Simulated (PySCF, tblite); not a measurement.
# C₂H₉B₂N: dynamics, then NMR shifts and electronic excitations on frames, part 2 of 2

tblite 0.8.0 and PySCF 2.14.0. Atoms count from 0. Earlier steps stand in the parts before.

## 8. TDDFT and polarisability: 625 fs, PBE0/def2-SVPD

Job settings and geometry (Å):

```
{"job": {"kind": "uv", "xc": "PBE0", "basis": "def2-SVPD", "nstates": 5, "ntriplets": 0}, "charge": 0, "multiplicity": 1}
C     -0.711500    -1.987900    -0.731700
B      0.179200    -0.882200    -0.162400
C     -0.293700     0.649000    -0.408300
B      1.363400    -1.092800     0.975700
N      2.482500    -0.358600     0.990500
H     -1.859100    -1.792300    -0.963300
H     -0.938800    -2.956300    -0.065200
H     -0.325400    -2.340400    -1.678400
H     -1.034600     0.866100    -1.273000
H     -0.906600     0.848300     0.476000
H      0.468500     1.328600    -0.549600
H      1.209800    -1.732000     1.926200
H      3.119700    -0.312000     1.702900
H      2.854800     0.130700     0.180900
```

Level: TDDFT PBE0/def2-SVPD, vertical, gas phase, core orbitals frozen in the response.

Standard output:

```text
coarse grid: 10992 points
cycle   1  E = -185.6177580540  dE =  2.687e-01  |g| = 5.100e-01  |ddm| = 5.177e+00
cycle   2  E = -185.6029795146  dE =  1.478e-02  |g| = 5.741e-01  |ddm| = 1.632e+00
cycle   3  E = -185.6905332393  dE = -8.755e-02  |g| = 4.517e-02  |ddm| = 7.620e-01
cycle   4  E = -185.6909479983  dE = -4.148e-04  |g| = 2.372e-02  |ddm| = 1.211e-01
cycle   5  E = -185.6910771837  dE = -1.292e-04  |g| = 6.184e-03  |ddm| = 3.149e-02
cycle   6  E = -185.6910870990  dE = -9.915e-06  |g| = 9.323e-04  |ddm| = 1.051e-02
final grid: 104176 points
cycle   7  E = -185.7136853539  dE = -3.156e-05  |g| = 6.650e-03  |ddm| = 7.957e-02
cycle   8  E = -185.7136814020  dE =  3.952e-06  |g| = 7.813e-03  |ddm| = 1.904e-02
cycle   9  E = -185.7136970137  dE = -1.561e-05  |g| = 5.014e-04  |ddm| = 8.862e-03
cycle  10  E = -185.7136970706  dE = -5.688e-08  |g| = 1.971e-04  |ddm| = 1.111e-03
cycle  11  E = -185.7136970796  dE = -9.060e-09  |g| = 5.039e-05  |ddm| = 2.730e-04
cycle  12  E = -185.7136970803  dE = -6.232e-10  |g| = 1.205e-05  |ddm| = 1.063e-04
converged SCF energy = -185.7136970803

Static polarisability (au): isotropic 64.628, principal 52.552 66.958 74.373

Singlet excitations
state   eV       nm        f      main configurations
  1   4.3652    284.0   0.00416   H->L 0.99
  2   5.5075    225.1   0.00842   H-1->L 0.95
  3   6.4862    191.2   0.03907   H->L+1 0.75, H-2->L 0.14
  4   6.5261    190.0   0.05952   H-2->L 0.80, H->L+1 0.12
  5   6.8415    181.2   0.00360   H-3->L 0.72, H->L+3 0.17
```

Run time: 21 s. Hardware: 1 thread of Arm Neoverse N1, shared host; peak memory 0.72 GiB.

In short: HOMO -7.23 eV, LUMO -1.21 eV; lowest singlet 4.37 eV.

## 9. Nuclear shieldings: 800 fs, PBE0/pcSseg-1

Job settings and geometry (Å):

```
{"job": {"kind": "nmr", "xc": "PBE0", "basis": "pcSseg-1", "pop": false}, "charge": 0, "multiplicity": 1}
C     -0.247500    -2.173800    -0.612800
B      0.331400    -0.914100     0.082700
C     -0.462800     0.364700    -0.146800
B      1.477300    -0.615700     1.275400
N      2.809400    -0.240800     0.913100
H      0.658900    -2.823300    -1.019100
H     -0.935200    -2.008300    -1.454900
H     -0.672800    -2.803900     0.141400
H     -1.071300     0.573000    -1.043400
H     -1.147300     0.454300     0.758100
H      0.242900     1.211900     0.033200
H      1.459800    -0.473900     2.403000
H      3.345600     0.305900     1.660600
H      3.092000    -0.112000    -0.012500
```

Level: GIAO PBE0/pcSseg-1 NMR shielding, non-relativistic, gas phase.

Standard output:

```text
coarse grid: 10992 points
cycle   1  E = -185.7269978428  dE =  2.440e-01  |g| = 5.134e-01  |ddm| = 3.083e+00
cycle   2  E = -185.7138757019  dE =  1.312e-02  |g| = 5.771e-01  |ddm| = 9.857e-01
cycle   3  E = -185.7984948868  dE = -8.462e-02  |g| = 5.441e-02  |ddm| = 5.281e-01
cycle   4  E = -185.7991026525  dE = -6.078e-04  |g| = 2.628e-02  |ddm| = 6.163e-02
cycle   5  E = -185.7992552980  dE = -1.526e-04  |g| = 7.457e-03  |ddm| = 2.163e-02
cycle   6  E = -185.7992691574  dE = -1.386e-05  |g| = 8.849e-04  |ddm| = 7.169e-03
cycle   7  E = -185.7992693622  dE = -2.048e-07  |g| = 2.138e-04  |ddm| = 1.219e-03
final grid: 104176 points
cycle   8  E = -185.8202217444  dE = -2.611e-05  |g| = 7.985e-03  |ddm| = 2.282e-02
cycle   9  E = -185.8202139520  dE =  7.792e-06  |g| = 1.012e-02  |ddm| = 1.318e-02
cycle  10  E = -185.8202369676  dE = -2.302e-05  |g| = 1.073e-03  |ddm| = 6.939e-03
cycle  11  E = -185.8202372581  dE = -2.905e-07  |g| = 2.074e-04  |ddm| = 9.665e-04
cycle  12  E = -185.8202372672  dE = -9.098e-09  |g| = 6.101e-05  |ddm| = 2.088e-04
cycle  13  E = -185.8202372682  dE = -1.041e-09  |g| = 1.250e-05  |ddm| = 7.337e-05
cycle  14  E = -185.8202372683  dE = -3.848e-11  |g| = 2.235e-06  |ddm| = 1.386e-05
converged SCF energy = -185.8202372683

GIAO shielding tensors (ppm)
atom      isotropic    diamagn.    paramagn.     s11        s22        s33       span
  0 C      162.965     251.104     -88.139    145.517    168.258    175.121     29.604
  1 B        4.150     192.281    -188.132    -63.544    -55.970    131.963    195.508
  2 C      159.485     254.996     -95.511    132.416    168.580    177.459     45.043
  3 B       48.596     195.444    -146.847    -13.294     32.538    126.545    139.839
  4 N      134.891     318.635    -183.743     20.273    167.127    217.273    197.000
  5 H       28.277      26.486       1.791     24.897     27.086     32.847      7.950
  6 H       29.804      30.748      -0.944     26.991     28.969     33.453      6.461
  7 H       30.642      29.483       1.159     27.505     28.531     35.889      8.384
  8 H       29.840      32.224      -2.384     27.122     28.417     33.981      6.859
  9 H       29.778      30.971      -1.192     26.232     28.541     34.563      8.331
 10 H       29.232      32.951      -3.719     25.382     29.327     32.987      7.605
 11 H       26.103      31.870      -5.767     21.889     27.501     28.921      7.033
 12 H       25.405      26.792      -1.387     21.115     23.346     31.755     10.640
 13 H       28.253      33.900      -5.646     25.255     26.025     33.480      8.225
```

Wall time 14 s (1 thread of Arm Neoverse N1, shared host); peak memory 0.65 GiB.

Key values: δ C2 27.4, C0 24.0, B1 95.9, B3 51.5, H12 6.31, H11 5.61 ppm.

## 10. Excited states and response: 800 fs, PBE0/def2-SVPD

Settings changed since step 9:

```diff
@@ -1,2 +1,2 @@
-{"job": {"kind": "nmr", "xc": "PBE0", "basis": "pcSseg-1", "pop": false}, "charge": 0, "multiplicity": 1}
+{"job": {"kind": "uv", "xc": "PBE0", "basis": "def2-SVPD", "nstates": 5, "ntriplets": 0}, "charge": 0, "multiplicity": 1}
 C     -0.247500    -2.173800    -0.612800
```

Method: TDDFT PBE0/def2-SVPD, vertical, gas phase, core orbitals frozen in the response.

Standard output:

```text
coarse grid: 10992 points
cycle   1  E = -185.6307488336  dE =  2.026e-01  |g| = 4.955e-01  |ddm| = 5.021e+00
cycle   2  E = -185.6148438726  dE =  1.590e-02  |g| = 5.664e-01  |ddm| = 1.505e+00
cycle   3  E = -185.6995542668  dE = -8.471e-02  |g| = 5.270e-02  |ddm| = 6.682e-01
cycle   4  E = -185.7001128966  dE = -5.586e-04  |g| = 2.698e-02  |ddm| = 1.052e-01
cycle   5  E = -185.7002820835  dE = -1.692e-04  |g| = 6.846e-03  |ddm| = 3.130e-02
cycle   6  E = -185.7002946456  dE = -1.256e-05  |g| = 8.975e-04  |ddm| = 1.207e-02
cycle   7  E = -185.7002948650  dE = -2.193e-07  |g| = 2.228e-04  |ddm| = 2.130e-03
final grid: 104176 points
cycle   8  E = -185.7209287447  dE = -2.689e-05  |g| = 7.732e-03  |ddm| = 9.503e-02
cycle   9  E = -185.7209206098  dE =  8.135e-06  |g| = 9.894e-03  |ddm| = 1.934e-02
cycle  10  E = -185.7209435938  dE = -2.298e-05  |g| = 1.048e-03  |ddm| = 9.940e-03
cycle  11  E = -185.7209438756  dE = -2.818e-07  |g| = 1.886e-04  |ddm| = 1.452e-03
cycle  12  E = -185.7209438836  dE = -8.021e-09  |g| = 5.919e-05  |ddm| = 3.591e-04
cycle  13  E = -185.7209438846  dE = -1.037e-09  |g| = 1.224e-05  |ddm| = 1.219e-04
cycle  14  E = -185.7209438847  dE = -4.212e-11  |g| = 2.140e-06  |ddm| = 2.466e-05
converged SCF energy = -185.7209438847

Static polarisability (au): isotropic 64.524, principal 55.614 64.282 73.676

Singlet excitations
state   eV       nm        f      main configurations
  1   5.3092    233.5   0.00387   H->L 0.97
  2   5.8166    213.2   0.00130   H-1->L 0.84, H-2->L 0.13
  3   6.2912    197.1   0.00734   H->L+1 0.80, H-2->L 0.13
  4   6.3366    195.7   0.02055   H-2->L 0.71, H->L+1 0.14, H-1->L 0.12
  5   7.0754    175.2   0.00414   H->L+2 0.88
```

Wall time 22 s (1 thread of Arm Neoverse N1, shared host); peak memory 0.79 GiB.

Key values: HOMO -7.65 eV, LUMO -0.66 eV; lowest singlet 5.31 eV.

## 11. Shielding tensors: 1000 fs, PBE0/pcSseg-1

Job settings and geometry (Å):

```
{"job": {"kind": "nmr", "xc": "PBE0", "basis": "pcSseg-1", "pop": false}, "charge": 0, "multiplicity": 1}
C     -0.255200    -2.090000     0.032500
B      0.192000    -0.674000     0.575700
C     -0.479700     0.615300    -0.164900
B      1.646600    -0.730300     1.436800
N      2.909300    -0.842700     0.801200
H      0.534000    -2.607300    -0.469300
H     -0.941600    -1.983300    -0.749900
H     -0.727200    -2.698700     0.839200
H     -1.511900     0.645000     0.083500
H     -0.219600     1.663300     0.122200
H     -0.515400     0.321100    -1.176800
H      1.663500    -0.767600     2.535800
H      3.746900    -0.413600     1.186300
H      2.902300    -0.661500    -0.183100
```

Method: GIAO PBE0/pcSseg-1 NMR shielding, non-relativistic, gas phase.

Standard output:

```text
coarse grid: 10992 points
cycle   1  E = -185.7211424161  dE =  2.770e-01  |g| = 5.183e-01  |ddm| = 3.097e+00
cycle   2  E = -185.7153849116  dE =  5.758e-03  |g| = 5.618e-01  |ddm| = 9.286e-01
cycle   3  E = -185.7921789050  dE = -7.679e-02  |g| = 6.113e-02  |ddm| = 4.684e-01
cycle   4  E = -185.7929817152  dE = -8.028e-04  |g| = 2.506e-02  |ddm| = 6.560e-02
cycle   5  E = -185.7931176136  dE = -1.359e-04  |g| = 5.839e-03  |ddm| = 1.921e-02
cycle   6  E = -185.7931264840  dE = -8.870e-06  |g| = 1.002e-03  |ddm| = 6.253e-03
final grid: 104176 points
cycle   7  E = -185.8150915742  dE = -2.811e-05  |g| = 8.521e-03  |ddm| = 2.208e-02
cycle   8  E = -185.8150847892  dE =  6.785e-06  |g| = 1.028e-02  |ddm| = 1.363e-02
cycle   9  E = -185.8151088057  dE = -2.402e-05  |g| = 1.035e-03  |ddm| = 7.162e-03
cycle  10  E = -185.8151090683  dE = -2.626e-07  |g| = 1.715e-04  |ddm| = 8.981e-04
cycle  11  E = -185.8151090742  dE = -5.862e-09  |g| = 5.049e-05  |ddm| = 1.622e-04
cycle  12  E = -185.8151090749  dE = -7.431e-10  |g| = 1.005e-05  |ddm| = 6.614e-05
converged SCF energy = -185.8151090749

GIAO shielding tensors (ppm)
atom      isotropic    diamagn.    paramagn.     s11        s22        s33       span
  0 C      170.068     254.719     -84.651    142.562    180.100    187.542     44.980
  1 B      -10.805     189.771    -200.576   -118.393    -43.652    129.631    248.023
  2 C      168.455     252.421     -83.966    141.737    169.143    194.485     52.748
  3 B       39.887     195.983    -156.096    -31.653     24.623    126.692    158.345
  4 N      164.388     318.809    -154.421     73.763    176.198    243.202    169.439
  5 H       31.365      31.621      -0.256     27.506     30.125     36.463      8.957
  6 H       31.784      34.384      -2.600     28.826     31.200     35.325      6.499
  7 H       30.049      29.007       1.042     26.175     28.560     35.413      9.238
  8 H       31.310      32.316      -1.007     26.937     30.641     36.351      9.415
  9 H       29.229      30.896      -1.667     26.134     27.604     33.948      7.814
 10 H       31.409      33.508      -2.100     27.976     30.480     35.770      7.794
 11 H       25.930      31.523      -5.593     20.665     27.122     30.002      9.337
 12 H       27.640      28.049      -0.409     23.346     24.270     35.305     11.959
 13 H       28.799      34.524      -5.725     24.454     28.088     33.855      9.400
```

It took 13 s on 1 thread of Arm Neoverse N1, shared host; peak memory 0.65 GiB.

In short: δ C2 18.5, C0 16.9, B1 110.9, B3 60.2, H11 5.79, H12 4.08 ppm.

## 12. TDDFT and polarisability: 1000 fs, PBE0/def2-SVPD

Settings changed since step 11:

```diff
@@ -1,2 +1,2 @@
-{"job": {"kind": "nmr", "xc": "PBE0", "basis": "pcSseg-1", "pop": false}, "charge": 0, "multiplicity": 1}
+{"job": {"kind": "uv", "xc": "PBE0", "basis": "def2-SVPD", "nstates": 5, "ntriplets": 0}, "charge": 0, "multiplicity": 1}
 C     -0.255200    -2.090000     0.032500
```

With the program's defaults for keys left out, this is: TDDFT PBE0/def2-SVPD, vertical, gas phase, core orbitals frozen in the response.

Standard output:

```text
coarse grid: 10992 points
cycle   1  E = -185.6246234596  dE =  2.342e-01  |g| = 4.993e-01  |ddm| = 4.845e+00
cycle   2  E = -185.6160463309  dE =  8.577e-03  |g| = 5.506e-01  |ddm| = 1.486e+00
cycle   3  E = -185.6926303287  dE = -7.658e-02  |g| = 6.081e-02  |ddm| = 6.702e-01
cycle   4  E = -185.6934298318  dE = -7.995e-04  |g| = 2.516e-02  |ddm| = 1.084e-01
cycle   5  E = -185.6935735892  dE = -1.438e-04  |g| = 5.388e-03  |ddm| = 3.048e-02
cycle   6  E = -185.6935817510  dE = -8.162e-06  |g| = 9.550e-04  |ddm| = 1.063e-02
final grid: 104176 points
cycle   7  E = -185.7152313140  dE = -2.932e-05  |g| = 8.180e-03  |ddm| = 1.008e-01
cycle   8  E = -185.7152244088  dE =  6.905e-06  |g| = 9.928e-03  |ddm| = 2.270e-02
cycle   9  E = -185.7152479226  dE = -2.351e-05  |g| = 9.916e-04  |ddm| = 1.127e-02
cycle  10  E = -185.7152481669  dE = -2.442e-07  |g| = 1.541e-04  |ddm| = 1.324e-03
cycle  11  E = -185.7152481720  dE = -5.158e-09  |g| = 4.462e-05  |ddm| = 2.809e-04
cycle  12  E = -185.7152481726  dE = -6.199e-10  |g| = 9.979e-06  |ddm| = 1.067e-04
converged SCF energy = -185.7152481726

Static polarisability (au): isotropic 62.560, principal 55.366 62.241 70.074

Singlet excitations
state   eV       nm        f      main configurations
  1   4.5830    270.5   0.00284   H->L 0.98
  2   5.6184    220.7   0.01162   H->L+1 0.95
  3   6.0113    206.3   0.00023   H-1->L 0.80, H-2->L 0.18
  4   6.3842    194.2   0.01346   H->L+2 0.96
  5   6.6387    186.8   0.01618   H-2->L 0.78, H-1->L 0.19
```

It took 20 s on 1 thread of Arm Neoverse N1, shared host; peak memory 0.72 GiB.

This run: HOMO -7.03 eV, LUMO -0.71 eV; lowest singlet 4.58 eV.

## 13. Run by run: NMR shifts

Shifts (ppm) of some atoms, chosen among heavy atoms and hydrogens apart, with basis size and wall time:

| frame | C2 | C0 | H10 | H6 | B1 | B3 | N4 | functions | time |
| --- | --- | --- | --- | --- | --- | --- | --- | --- | --- |
| 250 fs | 32.5 | 20.4 | 3.78 | 1.90 | 100.7 | 39.4 | 132.5 | 130 | 14 s |
| 425 fs | 26.3 | 23.7 | 1.16 | 2.62 | 104.1 | 47.3 | 112.4 | 130 | 13 s |
| 625 fs | 26.7 | 25.1 | 0.14 | 3.94 | 98.2 | 40.5 | 123.7 | 130 | 13 s |
| 800 fs | 27.4 | 24.0 | 2.48 | 1.91 | 95.9 | 51.5 | 132.8 | 130 | 14 s |
| 1000 fs | 18.5 | 16.9 | 0.31 | -0.07 | 110.9 | 60.2 | 103.3 | 130 | 13 s |

## 14. Comparing the runs: electronic excitations

Excitations and ground-state properties, with basis size and wall time:

| frame | lowest singlet (eV) | brightest (eV) | f | gap (eV) | α (Å³) | μ (D) | functions | time |
| --- | --- | --- | --- | --- | --- | --- | --- | --- |
| 250 fs | 3.98 | 6.39 | 0.084 | 5.62 | 9.92 | 1.81 | 172 | 22 s |
| 425 fs | 4.72 | 6.42 | 0.021 | 6.35 | 9.86 | 1.64 | 172 | 21 s |
| 625 fs | 4.37 | 6.53 | 0.060 | 6.02 | 9.58 | 1.88 | 172 | 21 s |
| 800 fs | 5.31 | 6.34 | 0.021 | 6.99 | 9.56 | 1.24 | 172 | 22 s |
| 1000 fs | 4.58 | 6.64 | 0.016 | 6.32 | 9.27 | 1.15 | 172 | 20 s |

## 15. Outcome

What follows sums up all 2 parts.

| quantity | value |
| --- | --- |
| thermostat | 600 K |
| mean temperature, second half | 560 K |
| mean potential energy above the minimum | 0.87 eV |
| ¹³C shifts against TMS (PBE0/pcSseg-1, 250 fs) | 32.5, 20.4 ppm |
| ¹H shifts against TMS (PBE0/pcSseg-1, 250 fs) | 5.81, 5.36, 4.94, 3.78, 2.80, 2.76, 1.90, 1.08, 0.09 ppm |
| ¹¹B shifts against BF3·OEt2 (PBE0/pcSseg-1, 250 fs) | 100.7, 39.4 ppm |
| ¹⁵N shifts against NH3 (PBE0/pcSseg-1, 250 fs) | 132.5 ppm |
| lowest singlet (PBE0/def2-SVPD, 250 fs) | 3.98 eV (312 nm), f = 0.003 |
| brightest single state of those computed | state 4, 6.39 eV, f = 0.084 |
| range of the shift of N4 | 103.3 to 132.8 ppm |
| range of the lowest singlet | 3.98 to 5.31 eV |

In the second half the potential energy averages 0.87 eV above the minimum; equipartition over 36 harmonic modes at 600 K would give 0.93 eV. With 14 atoms the temperature swings widely (288 to 924 K). Shifts at one fixed geometry are not the observed spectrum, which averages over the motion. In the first frame run (250 fs): The first singlet state (HOMO→LUMO 0.99) lies at 3.98 eV and is weak; of the 5 states computed, the strongest absorption comes from state 4 at 6.39 eV. In ppm, N4 moves most: its shift spreads over 29.5 ppm, from 103.3 (1000 fs) to 132.8 (800 fs). The lowest singlet runs from 3.98 eV (250 fs) to 5.31 eV (800 fs), while the orbital gap spans 5.62 to 6.99 eV. The lowest state need not be the same one in every run.
